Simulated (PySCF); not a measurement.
# RuNOH: relaxation and vibrations of the quintet

The task is one start of a wider search on RuNOH: the quintet, from a linear start. It is relaxed, tested by its Hessian and followed downhill if it is a saddle.

Method: PBE0, basis Ru def2-TZVP with ECP28, N def2-TZVP, O def2-TZVP, H def2-TZVP, scalar-relativistic core potentials, no spin–orbit coupling, density fitting; program: PySCF 2.14.0.

### Step 1. Starting geometry

4 atoms, charge 0, spin multiplicity 5.

Bond lengths: Ru1–N2 1.740 Å, Ru1–O3 1.880 Å, O3–H4 0.960 Å. Angles: N2–Ru1–O3 180.0°, Ru1–O3–H4 130.0°.

```xyz
4
charge 0 multiplicity 5
Ru    0.0000    0.0000    0.0000
N     0.0000    0.0000    1.7400
O     0.0000    0.0000   -1.8800
H     0.7354    0.0000   -2.4971
```

### Step 2. Finding the electronic state

The steps below are one call of a driver around PySCF. For each, scf.py gives the equivalent set-up of the SCF; relaxations use the driver's own optimiser. After this first run the driver tries any further starts and a stability analysis.

The input, scf.py:

```python
from pyscf import gto, scf, dft
mol = gto.M(atom='''
Ru     0.000000     0.000000     0.000000
N      0.000000     0.000000     1.740000
O      0.000000     0.000000    -1.880000
H      0.735400     0.000000    -2.497100''',
    basis={'Ru': 'def2-TZVP', 'N': 'def2-TZVP', 'O': 'def2-TZVP', 'H': 'def2-TZVP'},
    ecp={'Ru': 'def2-TZVP'},
    charge=0, spin=4)
mf = dft.UKS(mol, xc='PBE0')
mf.grids.atom_grid = (50, 194)
aux = {'Ru': 'def2-universal-JKFIT', 'N': 'def2-universal-JKFIT', 'O': 'def2-universal-JKFIT', 'H': 'def2-universal-JKFIT'}
mf = mf.density_fit(auxbasis=aux)
mf.conv_tol = 1e-08
mf.diis_space = 10
mf.max_cycle = 60
mf.init_guess = 'minao'
mf.verbose = 4
mf.kernel()
```

Run with:

```sh
$ OMP_NUM_THREADS=4 python axn.py task.json out
```

The log of the run, shortened:

```text
[... the frontier levels of the middle cycles are left out ...]
init E= -217.348666902156
[... the frontier-level lines of each cycle are left out ...]
cycle= 1 E= -224.571413131019  delta_E= -7.22  |g|= 1.24  |ddm|= 3.47
cycle= 2 E= -217.045781159936  delta_E= 7.53  |g|= 3.32  |ddm|= 4.59
cycle= 3 E= -224.948824129239  delta_E= -7.9  |g|= 0.77  |ddm|= 4.48
cycle= 4 E= -225.106415490118  delta_E= -0.158  |g|= 0.534  |ddm|= 0.649
cycle= 5 E= -225.19165170204  delta_E= -0.0852  |g|= 0.218  |ddm|= 0.36
cycle= 6 E= -225.212185765654  delta_E= -0.0205  |g|= 0.0746  |ddm|= 0.183
cycle= 7 E= -225.215160950318  delta_E= -0.00298  |g|= 0.027  |ddm|= 0.085
cycle= 8 E= -225.21599857237  delta_E= -0.000838  |g|= 0.0199  |ddm|= 0.0508
cycle= 9 E= -225.216952785523  delta_E= -0.000954  |g|= 0.0173  |ddm|= 0.0676
cycle= 10 E= -225.217610967694  delta_E= -0.000658  |g|= 0.0185  |ddm|= 0.0476
cycle= 11 E= -225.217029865842  delta_E= 0.000581  |g|= 0.0176  |ddm|= 0.0417
cycle= 12 E= -225.214783715422  delta_E= 0.00225  |g|= 0.0318  |ddm|= 0.151
cycle= 13 E= -225.215943798887  delta_E= -0.00116  |g|= 0.026  |ddm|= 0.0814
cycle= 14 E= -225.215413584016  delta_E= 0.00053  |g|= 0.0481  |ddm|= 0.0262
[... 46 cycles left out ...]
SCF not converged.
init E= -217.348666902156
[... 20 cycles left out ...]
SCF not converged.
init E= -225.220599884979
[... 10 cycles left out ...]
cycle= 11 E= -225.232756437548  delta_E= -0.000328  |g|= 0.00941  |ddm|= 0.0514
cycle= 12 E= -225.23286448607  delta_E= -0.000108  |g|= 0.00314  |ddm|= 0.014
cycle= 13 E= -225.232950882303  delta_E= -8.64e-05  |g|= 0.00628  |ddm|= 0.0296
cycle= 14 E= -225.23299121344  delta_E= -4.03e-05  |g|= 0.00171  |ddm|= 0.0103
cycle= 15 E= -225.23300550434  delta_E= -1.43e-05  |g|= 0.00108  |ddm|= 0.00767
cycle= 16 E= -225.233012061691  delta_E= -6.56e-06  |g|= 0.000796  |ddm|= 0.00492
cycle= 17 E= -225.233015980569  delta_E= -3.92e-06  |g|= 0.000457  |ddm|= 0.00379
cycle= 18 E= -225.233017928984  delta_E= -1.95e-06  |g|= 0.000476  |ddm|= 0.00323
cycle= 19 E= -225.233018840571  delta_E= -9.12e-07  |g|= 0.000187  |ddm|= 0.0018
cycle= 20 E= -225.233019294411  delta_E= -4.54e-07  |g|= 0.00014  |ddm|= 0.00149
cycle= 21 E= -225.233019463301  delta_E= -1.69e-07  |g|= 8.3e-05  |ddm|= 0.00088
cycle= 22 E= -225.233019530706  delta_E= -6.74e-08  |g|= 5.2e-05  |ddm|= 0.000636
cycle= 23 E= -225.233019547483  delta_E= -1.68e-08  |g|= 3.46e-05  |ddm|= 0.000327
cycle= 24 E= -225.233019551399  delta_E= -3.92e-09  |g|= 1.86e-05  |ddm|= 0.000155
Extra cycle  E= -225.2330195515  delta_E= -1.02e-10  |g|= 3.93e-05  |ddm|= 5.21e-05
converged SCF energy = -225.2330195515  <S^2> = 6.0843061  2S+1 = 5.0336095
```

This step, with its further starts and checks, ran for 26 s (4 threads of Arm Neoverse N1, shared host).

The starts that the driver tried:

```csv
start,energy (Eh)
the minimal-basis guess,-225.233020
a thermally smeared density,-225.233020
a smeared PBE density,-225.233020
```

Where DIIS stalls, the driver goes on with a level shift of 0.3 Eh and then with a second-order solver.

No lower solution of this spin turned up from the other starts or in the test of internal stability.

### Step 3. Relaxing the quintet from the linear start

The program finds Cs symmetry in the start, which this walk keeps. The walk stops when the largest gradient is under 0.0003 Eh/bohr and the energy has settled too.

Changes to scf.py since step 2:

```diff
@@ -3,4 +3,4 @@
-Ru     0.000000     0.000000     0.000000
-N      0.000000     0.000000     1.740000
-O      0.000000     0.000000    -1.880000
-H      0.735400     0.000000    -2.497100''',
+Ru    -0.005576     0.000000     0.061859
+N     -0.005576     0.000000     1.801859
+O     -0.005576     0.000000    -1.818141
+H      0.729824     0.000000    -2.435241''',
@@ -17 +16,0 @@
-mf.init_guess = 'minao'
```

Steps of the walk:

```csv
step,energy (Eh),change (kJ/mol),largest symmetric gradient (Eh/bohr)
0,-225.233020,0.00,0.06270
1,-225.236847,-10.05,0.00995
2,-225.236972,-10.38,0.00174
3,-225.236980,-10.40,0.00061
4,-225.236985,-10.41,0.00062
5,-225.237009,-10.47,0.00344
6,-225.237028,-10.52,0.00414
7,-225.237077,-10.65,0.00360
8,-225.237117,-10.76,0.00101
9,-225.237140,-10.82,0.00151
10,-225.237179,-10.92,0.00277
11,-225.237202,-10.98,0.00214
12,-225.237212,-11.01,0.00024
13,-225.237213,-11.01,0.00011
```

The walk took 37 s.

Geometry (Å) and forces (eV/Å) at some steps:

```
step 0
Ru  -0.006   0.000   0.062   0.012   0.000   3.224
N   -0.006   0.000   1.802  -0.025   0.000  -1.143
O   -0.006   0.000  -1.818   0.114   0.000  -2.075
H    0.730   0.000  -2.435  -0.101   0.000  -0.006
step 1
Ru  -0.004   0.000   0.103   0.025   0.000   0.511
N   -0.009   0.000   1.809  -0.014   0.000  -0.200
O   -0.006   0.000  -1.849  -0.180   0.000  -0.167
H    0.733   0.000  -2.453   0.169   0.000  -0.145
step 7
Ru   0.095   0.000   0.117  -0.033   0.000   0.034
N   -0.069   0.000   1.814   0.007   0.000  -0.140
O   -0.023   0.000  -1.852   0.015   0.000   0.185
H    0.710   0.000  -2.468   0.011   0.000  -0.080
step 13
Ru   0.156   0.000   0.134   0.002   0.000  -0.006
N   -0.119   0.000   1.813  -0.001   0.000   0.005
O    0.008   0.000  -1.820  -0.002   0.000   0.002
H    0.667   0.000  -2.516   0.001   0.000  -0.001
```

After 13 steps and 11.0 kJ/mol it ends at Cs: O–H 0.958 Å, Ru–N 1.701 Å, Ru–O 1.959 Å; H–O–Ru 132.2°, N–Ru–O 166.4°.

### Step 4. Frequencies

On the finer grid the gradient is checked again; gradients at displacements of ±0.02 bohr then give force constants and infrared intensities.

Changes to scf.py since step 3:

```diff
@@ -3,4 +3,4 @@
-Ru    -0.005576     0.000000     0.061859
-N     -0.005576     0.000000     1.801859
-O     -0.005576     0.000000    -1.818141
-H      0.729824     0.000000    -2.435241''',
+Ru     0.043180     0.000000     0.078328
+N     -0.232266     0.000000     1.757240
+O     -0.105341     0.000000    -1.875467
+H      0.553586     0.000000    -2.571390''',
@@ -11 +11 @@
-mf.grids.atom_grid = (50, 194)
+mf.grids.atom_grid = (75, 302)
@@ -14 +14 @@
-mf.conv_tol = 1e-08
+mf.conv_tol = 1e-10
```

The driver hands on the density of the step before, so the log starts near convergence.

Log of the central SCF (cycles and frontier levels):

```text
init E= -225.237213798908
[... the frontier-level lines of each cycle are left out ...]
cycle= 1 E= -225.237213798834  delta_E= 7.43e-11  |g|= 1.53e-05  |ddm|= 1.22e-05
cycle= 2 E= -225.237213797361  delta_E= 1.47e-09  |g|= 6.15e-05  |ddm|= 3.92e-05
cycle= 3 E= -225.237213798933  delta_E= -1.57e-09  |g|= 5.82e-06  |ddm|= 3.22e-05
cycle= 4 E= -225.237213798948  delta_E= -1.53e-11  |g|= 1.24e-06  |ddm|= 4.09e-06
Extra cycle  E= -225.237213798952  delta_E= -4.09e-12  |g|= 2.09e-06  |ddm|= 3.33e-06
converged SCF energy = -225.237213798952  <S^2> = 6.059355  2S+1 = 5.0236859
```

The whole step took 84 s.

Geometry: Cs; O–H 0.958 Å, Ru–N 1.701 Å, Ru–O 1.959 Å; H–O–Ru 132.2°, N–Ru–O 166.3°.

Modes, for the most abundant isotopes:

```csv
symmetry,ω (cm⁻¹),IR (km/mol),μ (u)
a'',404i,38.9,1.30
a',75,12.4,8.66
a',480,180,1.28
a',622,68.0,5.24
a',915,53.9,15.49
a',3898,95.0,1.07
```

1 mode is imaginary, the largest at 404i cm⁻¹: a saddle point, not a minimum.

Properties at this point:

| Quantity | Value |
| --- | --- |
| Dipole moment | 2.06 D |
| Highest occupied level | -6.40 eV |
| Lowest empty level | -4.67 eV |
| Rotational constants | 12.91, 0.1577, 0.1558 cm⁻¹ |
| Zero-point energy (real modes) | 35.8 kJ/mol |
| Principal polarisabilities | 35.1, 35.2, 72.7 bohr³ |
| Atomisation energy without zero-point energy | 996 kJ/mol |
| Principal traceless quadrupole moments about the centre of mass | -8.78, 3.95, 4.83 D Å |
| Spin squared ⟨S²⟩ | 6.059 |

Populations by atom (charges in e):

```json
{"atom": "Ru1", "Mulliken": "0.85", "Löwdin": "0.62", "polar tensor": "1.07", "spin (Mulliken)": "3.45", "Mayer order to Ru1": "–"}
{"atom": "N2", "Mulliken": "-0.40", "Löwdin": "-0.30", "polar tensor": "-0.46", "spin (Mulliken)": "0.55", "Mayer order to Ru1": "2.28"}
{"atom": "O3", "Mulliken": "-0.77", "Löwdin": "-0.46", "polar tensor": "-0.90", "spin (Mulliken)": "0.00", "Mayer order to Ru1": "0.74"}
{"atom": "H4", "Mulliken": "0.32", "Löwdin": "0.14", "polar tensor": "0.29", "spin (Mulliken)": "0.01", "Mayer order to Ru1": "0.01"}
```

Mulliken populations on Ru1 (outside its core potential): s 2.75, p 6.24, d 6.15, f 0.02.

### Step 5. Leaving the saddle point

The start is the last point, displaced along its most imaginary mode.

The program finds C1 symmetry in the start. The walk stops when the largest gradient is under 0.0003 Eh/bohr and the energy has settled too.

Changes to scf.py since step 4:

```diff
@@ -3,4 +3,4 @@
-Ru     0.043180     0.000000     0.078328
-N     -0.232266     0.000000     1.757240
-O     -0.105341     0.000000    -1.875467
-H      0.553586     0.000000    -2.571390''',
+Ru     0.043023     0.003474     0.078333
+N     -0.232422    -0.015252     1.757246
+O     -0.105497    -0.001220    -1.875461
+H      0.553430    -0.120000    -2.571384''',
@@ -11 +11 @@
-mf.grids.atom_grid = (75, 302)
+mf.grids.atom_grid = (50, 194)
@@ -14 +14 @@
-mf.conv_tol = 1e-10
+mf.conv_tol = 1e-08
```

The optimiser's trace:

```csv
step,energy (Eh),change (kJ/mol),largest gradient (Eh/bohr)
0,-225.237364,0.00,0.00535
1,-225.239330,-5.16,0.01109
2,-225.245560,-21.52,0.04522
3,-225.247828,-27.47,0.05699
4,-225.254690,-45.49,0.04868
5,-225.262886,-67.01,0.01471
6,-225.266608,-76.78,0.02067
7,-225.267793,-79.89,0.01557
8,-225.268442,-81.59,0.01270
9,-225.270006,-85.70,0.01975
10,-225.271604,-89.90,0.01922
11,-225.272244,-91.58,0.02250
12,-225.274496,-97.49,0.01639
13,-225.275429,-99.94,0.01159
14,-225.276475,-102.69,0.01136
15,-225.277129,-104.40,0.01367
16,-225.277480,-105.32,0.00568
17,-225.277558,-105.53,0.00178
18,-225.277573,-105.57,0.00072
19,-225.277578,-105.58,0.00039
20,-225.277581,-105.59,0.00026
```

The walk took 70 s.

Geometry (Å) and forces (eV/Å) at some steps:

```
step 0
Ru   0.043   0.003   0.078   0.045   0.203   0.017
N   -0.232  -0.015   1.757  -0.023  -0.122  -0.022
O   -0.105  -0.001  -1.875   0.245  -0.061  -0.270
H    0.553  -0.120  -2.571  -0.267  -0.020   0.275
step 1
Ru   0.044   0.089   0.077   0.094   0.570   0.190
N   -0.232  -0.067   1.753  -0.023  -0.331  -0.377
O   -0.103  -0.007  -1.878  -0.095  -0.058   0.183
H    0.550  -0.149  -2.564   0.024  -0.182   0.003
step 10
Ru  -0.038   0.693   0.053  -0.297  -0.784  -0.350
N   -0.092  -0.465   1.271   0.170   0.460  -0.490
O   -0.134   0.140  -1.788   0.987  -0.210   0.326
H    0.522  -0.500  -2.147  -0.860   0.535   0.515
step 20
Ru  -0.223   0.716   0.020  -0.002   0.007  -0.007
N    0.043  -0.503   1.125   0.000  -0.010   0.009
O    0.077   0.276  -1.785  -0.004   0.014   0.005
H    0.362  -0.622  -1.972   0.006  -0.012  -0.006
```

It settles in Cs symmetry, 105.6 kJ/mol below the start, after 20 steps: O–H 0.961 Å, Ru–N 1.667 Å, Ru–O 1.881 Å; H–O–Ru 116.9°, N–Ru–O 116.1°.

### Step 6. Vibrations and properties at this point

The same treatment as at the point before.

Changes to scf.py since step 5:

```diff
@@ -3,4 +3,4 @@
-Ru     0.043023     0.003474     0.078333
-N     -0.232422    -0.015252     1.757246
-O     -0.105497    -0.001220    -1.875461
-H      0.553430    -0.120000    -2.571384''',
+Ru    -0.068239     0.191422     0.115768
+N      0.196710    -1.028045     1.221915
+O      0.230280    -0.248515    -1.688988
+H      0.517648    -1.146387    -1.876797''',
@@ -11 +11 @@
-mf.grids.atom_grid = (50, 194)
+mf.grids.atom_grid = (75, 302)
@@ -14 +14 @@
-mf.conv_tol = 1e-08
+mf.conv_tol = 1e-10
```

Log of the central SCF (cycles and frontier levels):

```text
init E= -225.277595102966
[... the frontier-level lines of each cycle are left out ...]
cycle= 1 E= -225.277595102618  delta_E= 3.49e-10  |g|= 3.06e-05  |ddm|= 2.03e-05
cycle= 2 E= -225.277595096974  delta_E= 5.64e-09  |g|= 0.000122  |ddm|= 7.55e-05
cycle= 3 E= -225.277595102986  delta_E= -6.01e-09  |g|= 7.17e-06  |ddm|= 5.99e-05
cycle= 4 E= -225.277595103006  delta_E= -2.05e-11  |g|= 1.45e-06  |ddm|= 4.85e-06
Extra cycle  E= -225.277595103005  delta_E= 1.48e-12  |g|= 2.85e-06  |ddm|= 2.24e-06
converged SCF energy = -225.277595103005  <S^2> = 6.0164349  2S+1 = 5.0065696
```

The whole step ran for 81 s (4 threads of Arm Neoverse N1, shared host).

Geometry: Cs; O–H 0.961 Å, Ru–N 1.668 Å, Ru–O 1.881 Å; H–O–Ru 117.0°, N–Ru–O 116.1°.

Harmonic modes (main isotopes):

```
symmetry  ω (cm⁻¹)  IR (km/mol)
      a'       232         11.4
     a''       356          113
      a'       670          107
      a'       781         80.8
      a'       967         67.2
      a'      3879          139
```

No imaginary mode, so this is a minimum.

Constants and moments:

- Dipole moment: 1.47 D
- Highest occupied level: -6.03 eV
- Lowest empty level: -3.64 eV
- Rotational constants: 0.7679, 0.2326, 0.1785 cm⁻¹
- Zero-point energy: 41.2 kJ/mol
- Principal polarisabilities: 34.5, 49.4, 57.2 bohr³
- Atomisation energy without zero-point energy: 1102 kJ/mol
- Principal traceless quadrupole moments about the centre of mass: -9.68, 1.83, 7.85 D Å
- Entropy at 298.15 K and 1 bar (electronic part: spin only): 296.7 J/(mol K)
- Heat capacity Cp at 298.15 K: 55.6 J/(mol K)
- Enthalpy at 298.15 K above 0 K: 12.85 kJ/mol
- Rotational symmetry number: 1
- Spin squared ⟨S²⟩: 6.016

Populations by atom (charges in e):

```
atom  Mulliken  Löwdin  polar tensor  spin (Mulliken)  Mayer order to Ru1
 Ru1      0.86    0.47          0.88             2.87                   –
  N2     -0.50   -0.30         -0.45             0.90                2.41
  O3     -0.72   -0.33         -0.72             0.24                0.96
  H4      0.35    0.17          0.29            -0.01                0.01
```

Mulliken populations on Ru1 (outside its core potential): s 2.52, p 6.31, d 6.29, f 0.02.

### Step 7. All stationary points

| spin | group | bonds | imaginary modes (cm⁻¹) | ΔE (kJ/mol) | with zero-point energy |
| --- | --- | --- | --- | --- | --- |
| quintet | Cs | O–H 0.961 Å, Ru–N 1.668 Å, Ru–O 1.881 Å | none | 0.0 | 0.0 |
| quintet | Cs | O–H 0.958 Å, Ru–N 1.701 Å, Ru–O 1.959 Å | 404i | 106.0 | – |

### Step 8. Outcome

| quantity | value |
| --- | --- |
| minimum | quintet, Cs |
| geometry | O–H 0.961 Å, Ru–N 1.668 Å, Ru–O 1.881 Å; H–O–Ru 117.0°, N–Ru–O 116.1° |
| wavenumbers (cm⁻¹) | 232 (a'), 356 (a''), 670 (a'), 781 (a'), 967 (a'), 3879 (a') |
| dipole moment | 1.47 D |
| highest occupied, lowest empty level (either spin) | -6.03, -3.64 eV |
| polar-tensor charge of Ru1 | +0.88 e |
| zero-point energy | 41.2 kJ/mol |
| entropy at 298.15 K | 296.7 J/(mol K) |
| atomisation energy (no zero-point energy) | 1102 kJ/mol |
| ⟨S²⟩ | 6.016 |

In words: The linear start (Cs) ends in a minimum of Cs symmetry, after a stop at a saddle point 106.0 kJ/mol higher, from which it was pushed off along an imaginary mode. The strongest infrared band lies at 3879 cm⁻¹ (a'). Most of the spin sits on Ru1 (Mulliken spin 2.87, against 4 for the whole molecule). Other starts or spin states, not run here, may lie lower. One determinant may miss the lowest occupation of an open d or f shell.

The search up to here took 5 min.
